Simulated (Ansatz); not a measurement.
# GaBH (doublet): the correlation ladder at a displaced geometry (v2), cc-pVDZ

An exercise on one series of results from a longer session: the logs are not shown, and one member is left open.

The runs use Ansatz 0.2.0, Gaussian basis; cc-pVDZ, core rule «outside noble gas», up to 15 orbitals frozen.

To be run: UHF; CCSD(T) on ROHF; CCSD(T) on UHF; BCCD(T) on ROHF; CISD; CCSDT(Q) on ROHF; CASSCF and MRCISD+Q, 7 electrons in 9 orbitals; CASSCF and MRCISD+Q(relaxed), 7 electrons in 9 orbitals; CASSCF and NEVPT2, 7 electrons in 9 orbitals.

33 further runs of the same task are left out: 2 for a known fault of the program, 19 that didn't finish, 12 set aside as unsound or not needed.

## The system

The geometry is a PBE0/def2-TZVP stationary point (not a proven minimum) with its atoms shifted at random (size 0.100 Å). No spin-orbit coupling is included. The filled d shell of Ga may be among the frozen orbitals whatever the setting's name suggests; the logs give the count.

3 atoms, charge 0, spin multiplicity 2.

Atoms are counted from 1 here; the program's logs count them from 0.

Bond lengths: B1–Ga2 2.179 Å, B1–H3 1.207 Å. Angles: Ga2–B1–H3 171.2°.

Set-up of the first run:

The input, in.yaml:

```yaml
crystal:
  periodic: [false, false, false]
  atoms:
    - {symbol: B, position_ang: [0.084376, -0.017421, 0.323401]}
    - {symbol: Ga, position_ang: [-0.080498, 0.004543, -1.849739]}
    - {symbol: H, position_ang: [-0.003878, 0.012877, 1.526338]}
basis:
  gaussian: {orbitals: cc-pVDZ}
magnetization: {spin_polarized: true, initial_magnetization: 1}
hamiltonian: {xc: hf}
output: {orbitals: {seedname: orbitals}}
```

Started as:

```
ansatz run in.yaml --threads 1 --pin off --events-out ev --progress --plain --max-ram 2393MiB
```

Steps of the session up to this table: UHF; CCSD(T) on ROHF; CCSD(T) on UHF; BCCD(T) on ROHF; CISD; CCSDT(Q) on ROHF; CASSCF and MRCISD+Q, 7 electrons in 9 orbitals; CASSCF and MRCISD+Q(relaxed), 7 electrons in 9 orbitals; CASSCF and NEVPT2, 7 electrons in 9 orbitals.

One of the session's tables, all rows but one given; the rest of the session is left out.

| method | from RCCSDT(Q) (kJ/mol) |
| --- | --- |
| ROHF | +371.4 |
| UHF | +359.2 |
| RMP2 | +99.9 |
| UMP2 | +101.3 |
| CISD | +34.8 |
| RCCSD | +13.2 |
| UCCSD | +13.0 |
| RCCSD(T) | +3.6 |
| UCCSD(T) | +3.6 |
| BCCD(T) | +3.5 |
| RCCSDT | +0.5 |
| RCCSDT(Q) | 0 |
| CASSCF valence | +183.5 |
| NEVPT2 valence | +52.7 |
| MRCISD valence | +8.5 |
| MRCISD+Q valence | +0.5 |
| MRCISD+Q(relaxed) valence | ? |

Q: Estimate the row for MRCISD+Q(relaxed) valence from the others.

The run gave: from RCCSDT(Q) (kJ/mol): -2.6. In the column «from RCCSDT(Q) (kJ/mol)» it is the lowest.

Among the levels timed on like hardware and quicker than the yardstick, those that no quicker one beats, quickest first: CISD (9 s, +34.8 kJ/mol); MRCISD+Q valence (24 s, +0.5 kJ/mol).

To keep in mind: Warnings: spin contamination; coupled cluster took another determinant than the lowest. Restricted and unrestricted rows rest on different reference determinants; where their highest levels disagree by more than a few hundredths of an eV, they describe different states and don't form one ladder.
